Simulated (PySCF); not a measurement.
**C₄H₁₄AlNO: NMR shifts and electronic excitations in gas and solvents**

Aim: compute the NMR shifts and electronic excitations of C₄H₁₄AlNO (`C[N](C)[AlH2-][O+](C)C`), and see what a dielectric continuum does where one was used.

The runs use PySCF 2.14.0, with density-fitted response routines of our own; the level of theory stands in each step. All values are computed, except where a source is named. Atoms count from 0, in the outputs and in this text.

## (1) Starting geometry

21 atoms, charge 0, multiplicity 1; geometry from: GFN2-xTB.

Bonds of the start (Å): C0–N1 1.45, N1–C2 1.45, N1–Al3 1.81, Al3–O4 1.88, O4–C5 1.41, O4–C6 1.41, C0–H7 1.09, C0–H8 1.10, C0–H9 1.10, C2–H10 1.10, C2–H11 1.09, C2–H12 1.10, Al3–H13 1.57, Al3–H14 1.57, C5–H15 1.09, C5–H16 1.09, C5–H17 1.09, C6–H18 1.09, C6–H19 1.09, C6–H20 1.09.

## (2) Optimising the geometry at PBE0-D3(BJ)/def2-SVP

What the job is given:

```
{"job": {"xc": "PBE0", "basis": "def2-SVP", "d3": "d3bj", "grid": 1, "kind": "geom"}, "charge": 0, "multiplicity": 1}
C      1.697206     1.436016     0.825480
N      1.434148     0.198248     0.122285
C      2.676503    -0.388216    -0.345923
Al     0.196175    -1.028080    -0.369184
O     -1.498944    -0.239552    -0.131306
C     -1.922215     1.088774     0.071581
C     -2.554539    -1.159578    -0.277247
H      0.782683     1.820301     1.276293
H      2.107305     2.201131     0.150698
H      2.427642     1.279180     1.629957
H      3.361631    -0.611282     0.481252
H      2.437212    -1.325470    -0.852952
H      3.200663     0.265943    -1.053519
H      0.086151    -1.331527    -1.906386
H      0.045601    -2.263628     0.586337
H     -1.022833     1.699339     0.094947
H     -2.464195     1.182986     1.017772
H     -2.565059     1.418825    -0.750028
H     -3.154712    -1.212469     0.635345
H     -2.086058    -2.124994    -0.464616
H     -3.193286    -0.889005    -1.122446
```

The log of the run:

```text
step   0  E = -532.50156000  max force = 0.022685
step   1  E = -532.50913786  max force = 0.005473
step   2  E = -532.51050221  max force = 0.004271
step   3  E = -532.51381461  max force = 0.009289
step   4  E = -532.51801646  max force = 0.015229
step   5  E = -532.52029609  max force = 0.017751
step   6  E = -532.52187667  max force = 0.010861
step   7  E = -532.52401293  max force = 0.005246
step   8  E = -532.52466881  max force = 0.003051
step   9  E = -532.52503463  max force = 0.001540
step  10  E = -532.52517060  max force = 0.000953
step  11  E = -532.52525362  max force = 0.001124
step  12  E = -532.52537279  max force = 0.002179
step  13  E = -532.52543797  max force = 0.002355
step  14  E = -532.52549865  max force = 0.001526
step  15  E = -532.52554438  max force = 0.000808
step  16  E = -532.52558918  max force = 0.000743
step  17  E = -532.52561062  max force = 0.000929
step  18  E = -532.52563097  max force = 0.000556
step  19  E = -532.52564183  max force = 0.000301
optimisation converged
```

It took 6.9 min on 1 thread, shared host.

Relaxation path:

```tsv
step	energy from step 0 (eV)	largest force component (eV/Å)
0	0.0000	1.1665
1	-0.2062	0.2814
2	-0.2433	0.2196
3	-0.3335	0.4777
4	-0.4478	0.7831
5	-0.5098	0.9128
6	-0.5528	0.5585
7	-0.6110	0.2698
8	-0.6288	0.1569
9	-0.6388	0.0792
10	-0.6425	0.0490
11	-0.6447	0.0578
12	-0.6480	0.1120
13	-0.6498	0.1211
14	-0.6514	0.0785
15	-0.6526	0.0415
16	-0.6539	0.0382
17	-0.6545	0.0478
18	-0.6550	0.0286
19	-0.6553	0.0155
```

Close pairs (by a distance rule), those that changed most:

```tsv
bond	before (Å)	after (Å)	change (Å)
Al3–O4	1.885	2.022	+0.137
Al3–H13	1.571	1.604	+0.033
Al3–H14	1.569	1.601	+0.032
C2–H12	1.097	1.113	+0.016
N1–C2	1.451	1.437	-0.014
C2–H10	1.097	1.110	+0.013
C0–H8	1.100	1.113	+0.013
C0–H9	1.098	1.111	+0.013
```

The next job starts from the end point, and lists it.

```tsv
at the end point	value
point group (found at 0.08 Å tolerance)	C1
rotational constants (GHz, main isotopes)	3.324, 1.195, 1.107
dipole moment (D)	4.81
```

## (3) Nuclear shieldings: PBE0/pcSseg-1 in methanol

What the job is given:

```
{"job": {"kind": "nmr", "xc": "PBE0", "basis": "pcSseg-1", "solvent": "methanol", "pop": true}, "charge": 0, "multiplicity": 1}
C      1.770998     0.711940     1.459494
N      1.478398     0.020485     0.234473
C      2.279860     0.473610    -0.868892
Al     0.276945    -1.336254     0.123496
O     -1.459375    -0.315145    -0.052812
C     -1.488434     0.940321    -0.708977
C     -2.692773    -1.007225    -0.022542
H      1.190166     0.292812     2.297198
H      1.536496     1.798494     1.407469
H      2.843413     0.640623     1.738959
H      3.367859     0.372755    -0.671092
H      2.058299    -0.108068    -1.777972
H      2.110074     1.546705    -1.112016
H      0.293298    -2.105820    -1.283194
H     -0.111215    -2.102078     1.474486
H     -0.469736     1.341985    -0.643629
H     -2.196946     1.611046    -0.197624
H     -1.782671     0.818490    -1.764564
H     -3.453589    -0.396539     0.488924
H     -2.529602    -1.934658     0.541666
H     -3.030053    -1.246231    -1.044454
```

Method: GIAO PBE0/pcSseg-1 NMR shielding, non-relativistic, IEF-PCM methanol.

The log of the run:

```text
coarse grid: 16800 points
cycle   1  E = -532.6575422267  dE =  3.364e-01  |g| = 5.172e-01  |ddm| = 3.733e+00
cycle   2  E = -532.6079991163  dE =  4.954e-02  |g| = 7.208e-01  |ddm| = 1.106e+00
cycle   3  E = -532.7154897353  dE = -1.075e-01  |g| = 7.521e-02  |ddm| = 6.885e-01
cycle   4  E = -532.7164579361  dE = -9.682e-04  |g| = 2.857e-02  |ddm| = 6.140e-02
cycle   5  E = -532.7166130910  dE = -1.552e-04  |g| = 9.310e-03  |ddm| = 2.365e-02
cycle   6  E = -532.7166275432  dE = -1.445e-05  |g| = 2.950e-03  |ddm| = 7.795e-03
cycle   7  E = -532.7166293431  dE = -1.800e-06  |g| = 4.152e-04  |ddm| = 2.434e-03
final grid: 154136 points
cycle   8  E = -532.7665556757  dE = -2.861e-05  |g| = 1.286e-02  |ddm| = 2.531e-02
cycle   9  E = -532.7665282387  dE =  2.744e-05  |g| = 1.783e-02  |ddm| = 1.860e-02
cycle  10  E = -532.7665880449  dE = -5.981e-05  |g| = 1.676e-03  |ddm| = 1.122e-02
cycle  11  E = -532.7665886434  dE = -5.985e-07  |g| = 1.359e-04  |ddm| = 1.213e-03
cycle  12  E = -532.7665886466  dE = -3.246e-09  |g| = 7.118e-05  |ddm| = 1.967e-04
cycle  13  E = -532.7665886475  dE = -9.202e-10  |g| = 3.079e-05  |ddm| = 9.098e-05
converged SCF energy = -532.7665886475

GIAO shielding tensors (ppm)
atom      isotropic    diamagn.    paramagn.     s11        s22        s33       span
  0 C      143.433     243.122     -99.689    117.940    128.859    183.499     65.559
  1 N      225.519     326.755    -101.237    178.754    236.151    261.651     82.897
  2 C      142.559     242.795    -100.235    116.994    127.980    182.704     65.710
  3 Al     426.989     798.786    -371.797    381.402    440.543    459.021     77.619
  4 O      330.464     405.170     -74.706    290.237    333.351    367.802     77.565
  5 C      125.584     249.305    -123.720     94.672     98.714    183.367     88.695
  6 C      126.599     242.984    -116.384     93.956    101.168    184.674     90.718
  7 H       28.192      30.479      -2.287     23.678     26.970     33.929     10.252
  8 H       28.824      30.017      -1.193     23.926     27.335     35.213     11.287
  9 H       28.842      28.213       0.629     24.199     26.344     35.983     11.784
 10 H       28.809      27.972       0.837     24.028     26.505     35.896     11.868
 11 H       28.096      30.143      -2.047     23.653     26.848     33.788     10.135
 12 H       28.785      29.591      -0.806     23.948     27.328     35.077     11.129
 13 H       27.933      32.792      -4.859     24.905     26.514     32.380      7.475
 14 H       27.876      32.957      -5.081     24.697     26.659     32.270      7.573
 15 H       27.222      33.013      -5.791     22.033     28.608     31.024      8.992
 16 H       27.895      30.498      -2.602     24.595     25.158     33.933      9.337
 17 H       28.066      30.748      -2.682     25.046     25.178     33.975      8.928
 18 H       27.794      27.556       0.237     23.976     25.014     34.390     10.414
 19 H       27.278      28.970      -1.691     22.696     25.794     33.345     10.649
 20 H       27.917      27.703       0.215     24.190     25.260     34.302     10.112
```

Wall time 50 s (1 thread, shared host).

The references, computed at this level on geometries of the same kind, shield at (ppm): ¹H TMS 31.24, ¹³C TMS 185.5, ¹⁵N NH3 268.5, ¹⁷O H2O 343.0, ²⁷Al AlH4- 479.8. Their shielding less the atom's gives the shift. The references are single molecules in the same continuum, so shifts against H2O, NH3, PH3, H3PO4 or CFCl3 are not on the usual liquid scales and can be off by tens of ppm. Shifts against hydride references such as AlH4− lie on their own scale. Atoms listed in one row are averaged.

```tsv
atoms	environment	σ (ppm)	δ (ppm)
C5, C6	methyl carbon bonded to O	126.1	59.4
C0, C2	methyl carbon bonded to N	143.0	42.5
H15, H16, H17, H18, H19, H20	hydrogen on a methyl carbon bonded to O	27.70	3.54
H13, H14	hydrogen on an aluminium bonded to N, O	27.90	3.34
H7, H8, H9, H10, H11, H12	hydrogen on a methyl carbon bonded to N	28.59	2.65
N1	nitrogen bonded to 2 C, Al	225.5	43.0
Al3	aluminium bonded to N, O, 2 H	427.0	52.9
O4	donor oxygen of a Lewis adduct	330.5	12.5
```

The run also stored atomic charges by several schemes (e):

```tsv
atoms	Mulliken	IAO	Hirshfeld	ESP fit
C0, C2	-0.08	-0.28	-0.08	-0.33
N1	-0.88	-0.54	-0.23	-0.22
Al3	0.99	0.69	0.36	0.61
O4	-0.64	-0.33	-0.05	0.00
C5, C6	-0.04	-0.20	-0.01	-0.33
```

Mayer bond orders: C0–N1 0.98, N1–C2 0.98, N1–Al3 0.83, Al3–O4 0.29, O4–C5 0.82, O4–C6 0.83.

## (4) TDDFT and polarisability: CAM-B3LYP/def2-SVPD

The job, as its differences from that of step 3:

```diff
@@ -1,2 +1,2 @@
-{"job": {"kind": "nmr", "xc": "PBE0", "basis": "pcSseg-1", "solvent": "methanol", "pop": true}, "charge": 0, "multiplicity": 1}
+{"job": {"kind": "uv", "xc": "CAM-B3LYP", "basis": "def2-SVPD", "dynamic": true, "nstates": 6, "ntriplets": 0}, "charge": 0, "multiplicity": 1}
 C      1.770998     0.711940     1.459494
```

Level: TDDFT CAM-B3LYP/def2-SVPD, vertical, gas phase, core orbitals frozen in the response.

The log of the run:

```text
coarse grid: 16800 points
cycle   1  E = -532.6883283259  dE =  4.346e-01  |g| = 5.436e-01  |ddm| = 6.606e+00
cycle   2  E = -532.6724978068  dE =  1.583e-02  |g| = 6.455e-01  |ddm| = 1.373e+00
cycle   3  E = -532.7550799785  dE = -8.258e-02  |g| = 5.609e-02  |ddm| = 7.125e-01
cycle   4  E = -532.7557587804  dE = -6.788e-04  |g| = 1.532e-02  |ddm| = 1.020e-01
cycle   5  E = -532.7558139556  dE = -5.518e-05  |g| = 4.395e-03  |ddm| = 3.680e-02
cycle   6  E = -532.7558188542  dE = -4.899e-06  |g| = 7.969e-04  |ddm| = 8.588e-03
final grid: 154136 points
cycle   7  E = -532.8470920747  dE = -4.162e-05  |g| = 3.931e-03  |ddm| = 8.392e-02
cycle   8  E = -532.8470924684  dE = -3.936e-07  |g| = 3.912e-03  |ddm| = 1.457e-02
cycle   9  E = -532.8470957113  dE = -3.243e-06  |g| = 5.351e-04  |ddm| = 4.866e-03
cycle  10  E = -532.8470957619  dE = -5.063e-08  |g| = 2.044e-04  |ddm| = 8.689e-04
cycle  11  E = -532.8470957711  dE = -9.213e-09  |g| = 2.192e-05  |ddm| = 3.994e-04
cycle  12  E = -532.8470957713  dE = -1.544e-10  |g| = 7.014e-06  |ddm| = 6.542e-05
converged SCF energy = -532.8470957713

Static polarisability (au): isotropic 94.878, principal 88.918 90.986 104.729

Singlet excitations
state   eV       nm        f      main configurations
  1   5.3369    232.3   0.00757   H->L 0.50, H->L+1 0.34
  2   5.7410    216.0   0.06262   H->L+1 0.49, H->L 0.20, H->L+2 0.14
  3   6.2445    198.5   0.00361   H->L+3 0.35, H->L+2 0.28, H->L 0.19
  4   6.3673    194.7   0.00932   H->L+2 0.26, H->L+3 0.24, H->L+4 0.19
  5   6.5343    189.7   0.01070   H->L+6 0.59, H->L+4 0.09, H->L+3 0.09
  6   6.6484    186.5   0.03778   H->L+5 0.24, H->L+4 0.22, H->L+3 0.16
```

It took 98 s on 1 thread, shared host.

Frontier orbitals and where they lie:

```tsv
orbital	eV	atoms
HOMO−3	-10.72	O4 43 %, C5 8 %, C6 8 %
HOMO−2	-9.70	N1 27 %, Al3 24 %, H14 14 %
HOMO−1	-8.74	Al3 34 %, H13 30 %, H14 24 %
HOMO	-6.95	N1 57 %, C2 10 %, C0 10 %
LUMO	0.83	Al3 23 %, C6 14 %, C5 12 %
LUMO+1	1.42	Al3 29 %, C6 11 %, C2 7 %
LUMO+2	1.55	Al3 24 %, C5 14 %, H19 9 %
```

With each of the 6 states as a Gaussian band of 0.4 eV half-width at 1/e, the curve within the window shown has maxima at 215 nm (ε 2,700), 189 nm (ε 2,300) L/(mol cm). Beyond the last state computed it falls off for lack of states. The curve at chosen wavelengths:

```
 nm  ε (L/mol/cm)
178          1073
181          1598
185          2144
188          2301
191          2237
195          1978
198          1823
201          1807
205          2028
208          2300
211          2556
215          2724
218          2666
221          2459
224          2148
228          1667
231          1317
234          1009
238           680
241           494
244           353
248           220
251           152
254           103
258            59
261            39
```

Further results of this job:

```tsv
property	computed
dipole moment (D)	4.71
polarisability (Å³)	14.06
HOMO–LUMO gap (eV)	7.78
−ε(HOMO) (eV)	6.95
C6 with itself (au)	3575
```

## (5) TDDFT and polarisability: CAM-B3LYP/def2-SVPD in methanol

The job, as its differences from that of step 4:

```diff
@@ -1,2 +1,2 @@
-{"job": {"kind": "uv", "xc": "CAM-B3LYP", "basis": "def2-SVPD", "dynamic": true, "nstates": 6, "ntriplets": 0}, "charge": 0, "multiplicity": 1}
+{"job": {"kind": "uv", "xc": "CAM-B3LYP", "basis": "def2-SVPD", "solvent": "methanol", "nstates": 6, "ntriplets": 0}, "charge": 0, "multiplicity": 1}
 C      1.770998     0.711940     1.459494
```

With the program's defaults for keys left out, this is: TDDFT CAM-B3LYP/def2-SVPD, vertical, IEF-PCM methanol (non-equilibrium linear response), core orbitals frozen in the response.

The log of the run:

```text
coarse grid: 16800 points
cycle   1  E = -532.7044972280  dE =  4.195e-01  |g| = 5.242e-01  |ddm| = 6.610e+00
cycle   2  E = -532.6940059238  dE =  1.049e-02  |g| = 6.068e-01  |ddm| = 1.312e+00
cycle   3  E = -532.7659694887  dE = -7.196e-02  |g| = 5.234e-02  |ddm| = 6.572e-01
cycle   4  E = -532.7665850758  dE = -6.156e-04  |g| = 1.403e-02  |ddm| = 9.452e-02
cycle   5  E = -532.7666334694  dE = -4.839e-05  |g| = 4.445e-03  |ddm| = 3.306e-02
cycle   6  E = -532.7666389590  dE = -5.490e-06  |g| = 6.610e-04  |ddm| = 8.475e-03
final grid: 154136 points
cycle   7  E = -532.8578536233  dE = -4.164e-05  |g| = 4.289e-03  |ddm| = 8.315e-02
cycle   8  E = -532.8578537593  dE = -1.360e-07  |g| = 4.469e-03  |ddm| = 1.507e-02
cycle   9  E = -532.8578578197  dE = -4.060e-06  |g| = 5.715e-04  |ddm| = 5.276e-03
cycle  10  E = -532.8578578801  dE = -6.041e-08  |g| = 1.889e-04  |ddm| = 9.383e-04
cycle  11  E = -532.8578578886  dE = -8.473e-09  |g| = 1.980e-05  |ddm| = 4.256e-04
cycle  12  E = -532.8578578887  dE = -1.467e-10  |g| = 7.433e-06  |ddm| = 6.306e-05
converged SCF energy = -532.8578578887

Static polarisability (au): isotropic 126.788, principal 120.752 125.380 134.232

Singlet excitations
state   eV       nm        f      main configurations
  1   5.3986    229.7   0.01362   H->L 0.58, H->L+1 0.19, H->L+2 0.17
  2   5.7925    214.0   0.07635   H->L+1 0.68, H->L+2 0.16
  3   6.3773    194.4   0.01595   H->L+2 0.47, H->L 0.24, H->L+3 0.08
  4   6.5150    190.3   0.00258   H->L+4 0.46, H->L+3 0.33
  5   6.6090    187.6   0.02070   H->L+5 0.43, H->L+4 0.23, H->L+3 0.20
  6   6.9442    178.5   0.03238   H->L+5 0.34, H->L+3 0.20, H->L+10 0.13
```

Run time: 82 s. Hardware: 1 thread, shared host.

This run: HOMO -7.07 eV, LUMO 1.07 eV; lowest singlet 5.40 eV.

## (6) Comparing the runs: electronic excitations

Excitations and ground-state properties, with basis size and wall time:

```tsv
run	lowest singlet (eV)	brightest (eV)	f	gap (eV)	α (Å³)	μ (D)	functions	time
CAM-B3LYP/def2-SVPD	5.34	5.74	0.063	7.78	14.06	4.71	259	98 s
CAM-B3LYP/def2-SVPD in methanol	5.40	5.79	0.076	8.13	18.79	5.92	259	82 s
```

## (7) Results

| quantity | value |
| --- | --- |
| point group | C1 |
| rotational constants (main isotopes) | 3.32, 1.20, 1.11 GHz |
| ¹³C shifts against TMS (PBE0/pcSseg-1, methanol, means over atoms taken as alike) | 59.4, 42.5 ppm |
| ¹H shifts against TMS (PBE0/pcSseg-1, methanol, means over atoms taken as alike) | 3.54, 3.34, 2.65 ppm |
| ¹⁵N shifts against NH3 (PBE0/pcSseg-1, methanol) | 43.0 ppm |
| ²⁷Al shifts against AlH4- (PBE0/pcSseg-1, methanol) | 52.9 ppm |
| ¹⁷O shifts against H2O (PBE0/pcSseg-1, methanol) | 12.5 ppm |
| lowest singlet (CAM-B3LYP/def2-SVPD) | 5.34 eV (232 nm), f = 0.008 |
| brightest single state of those computed | state 2, 5.74 eV, f = 0.063 |
| range of the lowest singlet | 5.34 to 5.40 eV |

**Reading.** Over 19 steps the energy fell by 0.655 eV; of the close pairs, Al3–O4 changed most, 1.885 to 2.022 Å. No frequency check was run at this level, so the end point may be a saddle. The most deshielded carbon is C5, C6 (mean) (methyl carbon bonded to O), at 59.4 ppm: pulled downfield by the heteroatom. The most deshielded hydrogen is H15, H16, H17, H18, H19, H20 (mean) (hydrogen on a methyl carbon bonded to O), at 3.54 ppm: its carbon carries O, which withdraws density. At PBE0/pcSseg-1: The widest tensor belongs to C5, C6: span 90 ppm, with a paramagnetic part of -120 ppm. The first singlet state (HOMO→LUMO 0.50, HOMO→LUMO+1 0.34) lies at 5.34 eV and is weak; of the 6 states computed, the strongest absorption comes from state 2 at 5.74 eV (the last state computed is bright too, and its partners may lie past the list). The lowest singlet runs from 5.34 eV (CAM-B3LYP/def2-SVPD) to 5.40 eV (CAM-B3LYP/def2-SVPD in methanol), while the orbital gap spans 7.78 to 8.13 eV. The lowest state need not be the same one in every run.
